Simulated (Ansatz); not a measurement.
# FH7OSi3: the cost of one run

Program: Ansatz 0.2.0, Gaussian basis. Level of theory: PBE0-D4/def2-TZVP structures, single points in def2-TZVPP, no counterpoise correction. These are calculated values, not measurements.

Levels: SPW92, PBE-D4, BLYP-D4, r2SCAN-D4, B97M-V, PBE0-D4, B3LYP-D4, r2SCAN0-D4, BHLYP-D4, CAM-B3LYP-D4, wB97X-V, wB97M-V, B2PLYP, PBE-QIDH, RPA on PBE, Hartree-Fock, MP2, CCSD, CCSD(T).

Correlated methods freeze the cores. B3LYP uses VWN-RPA correlation. B2PLYP carries no dispersion term here.

95 further runs of the same task are left out: 1 that didn't finish, 94 set aside as unsound or not needed. Runs told in other sessions of the task aren't counted.

## Step 1: The system as given

The complex: 17 atoms, charge 0, spin multiplicity 1.

Atoms are counted from 1 here; the program's logs count them from 0.

Bond lengths: Si1–Si3 2.349 Å, Si1–Si4 2.357 Å, Si1–F5 1.612 Å, Si1–O7 1.642 Å, Si2–H6 1.484 Å, Si2–H8 1.484 Å, Si2–H9 1.485 Å, Si2–H10 1.487 Å, Si3–H11 1.488 Å, Si3–H12 1.487 Å, Si3–H13 1.487 Å, Si4–H14 1.488 Å, Si4–H15 1.490 Å, Si4–H16 1.487 Å, O7–H17 0.959 Å. Angles: Si3–Si1–Si4 119.1°, Si3–Si1–F5 106.6°, Si3–Si1–O7 105.7°, Si4–Si1–F5 104.1°, Si4–Si1–O7 111.6°, F5–Si1–O7 109.5°, H6–Si2–H8 109.8°, H6–Si2–H9 109.7°, H6–Si2–H10 109.3°, H8–Si2–H9 109.9°, H8–Si2–H10 109.1°, H9–Si2–H10 109.1°, Si1–Si3–H11 109.0°, Si1–Si3–H12 111.1°, Si1–Si3–H13 109.7°, H11–Si3–H12 109.0°, H11–Si3–H13 109.1°, H12–Si3–H13 108.9° and more.

As a file:

```xyz
17

Si   -0.5230    1.6114    0.0053
Si    1.2577   -2.3281    0.1275
Si    0.2295    0.8066   -2.0688
Si   -1.5573    0.1173    1.5066
F    -1.6661    2.7032   -0.3115
H     1.9133   -1.1253    0.6985
O     0.7710    2.3569    0.6886
H     2.1150   -2.9099   -0.9355
H     1.0306   -3.3306    1.1988
H    -0.0523   -1.9407   -0.4606
H     0.4830    1.9604   -2.9729
H     1.4853    0.0256   -1.9166
H    -0.8100   -0.0669   -2.6752
H    -0.5672   -0.8046    2.1259
H    -2.1996    0.9053    2.5965
H    -2.5994   -0.6871    0.8158
H     0.6894    2.7066    1.5778
```

Its parts: FH7OSi3 holds atoms 1, 3, 4, 5, 7, 11, 12, 13, 14, 15, 16, 17; SiH4 holds atoms 2, 6, 8, 9, 10. Each part counts its atoms afresh in its own runs.

## Step 2: Relaxing FH7OSi3 alone

relax-a/in.yaml

```yaml
crystal:
  periodic: [false, false, false]
  atoms:
    - {symbol: Si, position_ang: [-0.523049, 1.611387, 0.005289]}
    - {symbol: Si, position_ang: [0.229533, 0.806639, -2.068825]}
    - {symbol: Si, position_ang: [-1.557282, 0.117273, 1.506589]}
    - {symbol: F, position_ang: [-1.666080, 2.703229, -0.311544]}
    - {symbol: O, position_ang: [0.771024, 2.356904, 0.688554]}
    - {symbol: H, position_ang: [0.483011, 1.960413, -2.972903]}
    - {symbol: H, position_ang: [1.485299, 0.025601, -1.916590]}
    - {symbol: H, position_ang: [-0.810041, -0.066880, -2.675213]}
    - {symbol: H, position_ang: [-0.567211, -0.804590, 2.125918]}
    - {symbol: H, position_ang: [-2.199590, 0.905324, 2.596464]}
    - {symbol: H, position_ang: [-2.599375, -0.687076, 0.815823]}
    - {symbol: H, position_ang: [0.689362, 2.706631, 1.577766]}
basis:
  gaussian: {orbitals: def2-TZVP}
hamiltonian: {xc: pbe0, dispersion: d4}
relax: {f_tol: 0.005, max_steps: 200}
```

On the command line:

```bash
$ ansatz run in.yaml --threads 4 --pin off --events-out ev --progress --plain --max-ram 41984MiB --backend cuda --devices 0, --max-vram 37GiB
```

**Question.** How long does this run take on 1 × a share of an NVIDIA H100 with 4 threads of AMD EPYC 7R13, shared host?

About 21 s.
